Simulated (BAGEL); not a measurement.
# A workflow on CH5FGeO (SMILES [CH3][GeH]([OH])[F])

Wanted: a single-point energy (HF/def2-SVP), then the energy (NEVPT2(2,2)/def2-SVP) of CH5FGeO. 

The results are computed with BAGEL 1.2.2.

1 further run of the same task is left out (set aside as unsound or not needed).

## Step 1: The structure to begin with

CH5FGeO has 9 atoms, charge 0, and is taken as a singlet. SMILES: `[CH3][GeH]([OH])[F]`. One bond was lengthened or shortened from a relaxed shape.

Bond lengths: C1–Ge2 2.211 Å, Ge2–O3 1.766 Å, Ge2–F4 1.745 Å, C1–H5 1.090 Å, C1–H6 1.091 Å, C1–H7 1.090 Å, Ge2–H8 1.538 Å, O3–H9 0.960 Å. Some angles: C1–Ge2–O3 107.0°, C1–Ge2–F4 108.4°, O3–Ge2–F4 106.8°, C1–Ge2–H8 118.4°, O3–Ge2–H8 111.2°, F4–Ge2–H8 104.4°, Ge2–C1–H5 108.9°, Ge2–C1–H6 110.1°, Ge2–C1–H7 110.2°, Ge2–O3–H9 113.6°.

## Step 2: The energy at HF/def2-SVP (density fitting with svp-jkfit) (run 1)

The input, input.json:

```json
{ "bagel": [

{
  "title": "molecule",
  "basis": "svp",
  "df_basis": "svp-jkfit",
  "angstrom": true,
  "geometry": [
    { "atom": "C", "xyz": [   -0.782583,    1.219965,   -0.690044 ] },
    { "atom": "Ge", "xyz": [    0.088300,   -0.643700,    0.121500 ] },
    { "atom": "O", "xyz": [    1.270000,   -0.170700,    1.345500 ] },
    { "atom": "F", "xyz": [    0.974400,   -1.438600,   -1.153800 ] },
    { "atom": "H", "xyz": [    0.025317,    1.867965,   -1.030444 ] },
    { "atom": "H", "xyz": [   -1.351483,    1.736565,    0.083856 ] },
    { "atom": "H", "xyz": [   -1.440683,    0.994365,   -1.529344 ] },
    { "atom": "H", "xyz": [   -0.865500,   -1.725100,    0.656800 ] },
    { "atom": "H", "xyz": [    1.716500,   -0.914700,    1.755500 ] }
  ]
},
{ "title": "hf" },
{ "title": "print", "file": "orbitals.molden", "orbitals": true }

]}
```

Launch:

```bash
BAGEL_NUM_THREADS=1 BAGEL input.json > input.out
```

Standard output:

```text
* using 1 threads per process

  ===============================================================
  ===============================================================

  *** Geometry ***

  { "atom" : "C", "xyz" : [     -1.478868,      2.305400,     -1.303994 ] },
  { "atom" : "Ge", "xyz" : [      0.166863,     -1.216417,      0.229602 ] },
  { "atom" : "O", "xyz" : [      2.399952,     -0.322576,      2.542627 ] },
  { "atom" : "F", "xyz" : [      1.841349,     -2.718560,     -2.180366 ] },
  { "atom" : "H", "xyz" : [      0.047842,      3.529942,     -1.947257 ] },
  { "atom" : "H", "xyz" : [     -2.553933,      3.281632,      0.158465 ] },
  { "atom" : "H", "xyz" : [     -2.722496,      1.879078,     -2.890041 ] },
  { "atom" : "H", "xyz" : [     -1.635558,     -3.259967,      1.241172 ] },
  { "atom" : "H", "xyz" : [      3.243715,     -1.728532,      3.317414 ] },

  Number of auxiliary basis functions:      585

  Since a DF basis is specified, we compute 2- and 3-index integrals:
    o Being stored without compression. Storage requirement is 0.046 GB

  Number of basis functions:       99
  Number of electrons      :       60

    * METHOD: MOLECULE                             0.38

  *** RHF ***

  === Nuclear Repulsion ===
   306.0542927511

      * DIIS with orbital gradients will be used.

  === RHF iteration (svp) ===
      0      -2289.76241827          0.02019229           0.16
      1      -2289.94944379          0.01329742           0.21
      2      -2290.06350783          0.00139054           0.16
      3      -2290.06522771          0.00051473           0.15
      4      -2290.06544868          0.00008267           0.15
      5      -2290.06545874          0.00002585           0.15
      6      -2290.06545957          0.00001303           0.15
      7      -2290.06545974          0.00000243           0.15
      8      -2290.06545975          0.00000092           0.16
      9      -2290.06545975          0.00000020           0.15
     10      -2290.06545975          0.00000007           0.15
     11      -2290.06545975          0.00000003           0.15
     12      -2290.06545975          0.00000001           0.15
    * SCF iteration converged.

    * Permanent dipole moment:
           (    0.653019,     0.050231,    -0.504054) a.u.

    * METHOD: HF                                   2.39

    * METHOD: PRINT                                0.02

  ===============================================================
```

It took 3.3 s on 1 thread of Arm Neoverse V2, shared host; peak memory 0.17 GiB.

## Step 3: A single-point energy at NEVPT2(2,2)/def2-SVP (density fitting with svp-jkfit) (run 2)

The input, input.json:

```json
{ "bagel" : [

{
  "title" : "molecule",
  "basis" : "svp",
  "df_basis" : "svp-jkfit",
  "angstrom" : true,
  "geometry" : [
    { "atom" : "C", "xyz" : [   -0.782583,    1.219965,   -0.690044 ] },
    { "atom" : "Ge", "xyz" : [    0.088300,   -0.643700,    0.121500 ] },
    { "atom" : "O", "xyz" : [    1.270000,   -0.170700,    1.345500 ] },
    { "atom" : "F", "xyz" : [    0.974400,   -1.438600,   -1.153800 ] },
    { "atom" : "H", "xyz" : [    0.025317,    1.867965,   -1.030444 ] },
    { "atom" : "H", "xyz" : [   -1.351483,    1.736565,    0.083856 ] },
    { "atom" : "H", "xyz" : [   -1.440683,    0.994365,   -1.529344 ] },
    { "atom" : "H", "xyz" : [   -0.865500,   -1.725100,    0.656800 ] },
    { "atom" : "H", "xyz" : [    1.716500,   -0.914700,    1.755500 ] }
  ]
},
{ "title" : "hf" },
{ "title" : "nevpt2", "nstate" : 1, "nact" : 2, "nclosed" : 29, "active" : [30, 31], "maxiter" : 200, "natocc" : true, "ncore" : 12 },
{ "title" : "print", "file" : "orbitals.molden", "orbitals" : true }

]}
```

Launch:

```bash
BAGEL_NUM_THREADS=1 BAGEL input.json > input.out
```

Standard output:

```text
* using 1 threads per process

  ===============================================================
  ===============================================================

  *** Geometry ***

  { "atom" : "C", "xyz" : [     -1.478868,      2.305400,     -1.303994 ] },
  { "atom" : "Ge", "xyz" : [      0.166863,     -1.216417,      0.229602 ] },
  { "atom" : "O", "xyz" : [      2.399952,     -0.322576,      2.542627 ] },
  { "atom" : "F", "xyz" : [      1.841349,     -2.718560,     -2.180366 ] },
  { "atom" : "H", "xyz" : [      0.047842,      3.529942,     -1.947257 ] },
  { "atom" : "H", "xyz" : [     -2.553933,      3.281632,      0.158465 ] },
  { "atom" : "H", "xyz" : [     -2.722496,      1.879078,     -2.890041 ] },
  { "atom" : "H", "xyz" : [     -1.635558,     -3.259967,      1.241172 ] },
  { "atom" : "H", "xyz" : [      3.243715,     -1.728532,      3.317414 ] },

  Number of auxiliary basis functions:      585

  Since a DF basis is specified, we compute 2- and 3-index integrals:
    o Being stored without compression. Storage requirement is 0.046 GB

  Number of basis functions:       99
  Number of electrons      :       60

    * METHOD: MOLECULE                             0.37

  *** RHF ***

  === Nuclear Repulsion ===
   306.0542927511

      * DIIS with orbital gradients will be used.

  === RHF iteration (svp) ===
      0      -2289.76241827          0.02019229           0.16
      1      -2289.94944379          0.01329742           0.17
      2      -2290.06350783          0.00139054           0.15
      3      -2290.06522771          0.00051473           0.15
      4      -2290.06544868          0.00008267           0.15
      5      -2290.06545874          0.00002585           0.15
      6      -2290.06545957          0.00001303           0.16
      7      -2290.06545974          0.00000243           0.16
      8      -2290.06545975          0.00000092           0.16
      9      -2290.06545975          0.00000020           0.15
     10      -2290.06545975          0.00000007           0.16
     11      -2290.06545975          0.00000003           0.16
     12      -2290.06545975          0.00000001           0.16
    * SCF iteration converged.

    * Permanent dipole moment:
           (    0.653019,     0.050231,    -0.504054) a.u.

    * METHOD: HF                                   2.39

    * freezing 12 orbitals
  ---------------------------
      CASSCF calculation
  ---------------------------

    ==== Active orbitals : =====
         Orbital 30
         Orbital 31
    ============================

    * nstate   :      1
    * nclosed  :     29
    * nact     :      2
    * nvirt    :     68
  === CASSCF iteration (svp) ===

    * Using the second-order algorithm

      0  0     -2290.06689240     2.66e-04      0.04

      1  0     -2290.08205492     7.80e-04      0.72

      2  0     -2290.08399104     1.24e-04      0.82

      3  0     -2290.08406614     4.82e-05      0.80

      4  0     -2290.08406881     1.74e-05      0.81

      5  0     -2290.08406896     5.78e-06      0.83

      6  0     -2290.08406897     1.83e-06      0.81

      7  0     -2290.08406897     5.69e-07      0.89

      8  0     -2290.08406897     1.75e-07      0.77

      9  0     -2290.08406897     5.35e-08      0.78

     10  0     -2290.08406897     1.63e-08      0.67

     11  0     -2290.08406897     4.99e-09      0.65

    * Second-order optimization converged. *

     guess   0:   closed 1.                   open ..

  === FCI iteration ===

      0  0     -2290.06509338     6.85e-02      0.00
      1  0     -2290.08403025     2.45e-03      0.00
      2  0 *   -2290.08406897     8.93e-16      0.00

     * ci vector, state   0, <S^2> = 0.0000
       2.     0.9905450467
       .2    -0.1371878657

  === DF-NEVPT2 calculation ===

    * 3-index integral transformation done
    * assembly done

      NEVPT2 correlation energy:   -0.7296530280      0.32

          (+0)     -0.6538442402
          (+0)'    -0.0218958662
          (+1)     -0.0140136214
          (+1)'    -0.0000000000
          (+2)     -0.0004478623
          (-1)     -0.0343834101
          (-1)'     0.0000000000
          (-2)     -0.0050680279

      NEVPT2 total energy:       -2290.8137220000

    * METHOD: NEVPT2                               9.55

    * METHOD: PRINT                                0.02

  ===============================================================
```

Run time: 13 s. Hardware: 1 thread of Arm Neoverse V2, shared host; peak memory 0.18 GiB.

## Step 4: What came out

```
                                 quantity           value
         run 1, HF/def2-SVP: total energy  -2290.06546 Eh
        run 1, HF/def2-SVP: dipole moment          2.10 D
          run 1, HF/def2-SVP: HOMO energy       -11.63 eV
          run 1, HF/def2-SVP: LUMO energy         4.03 eV
        run 1, HF/def2-SVP: HOMO–LUMO gap        15.67 eV
run 2, NEVPT2(2,2)/def2-SVP: total energy  -2290.81372 Eh
```
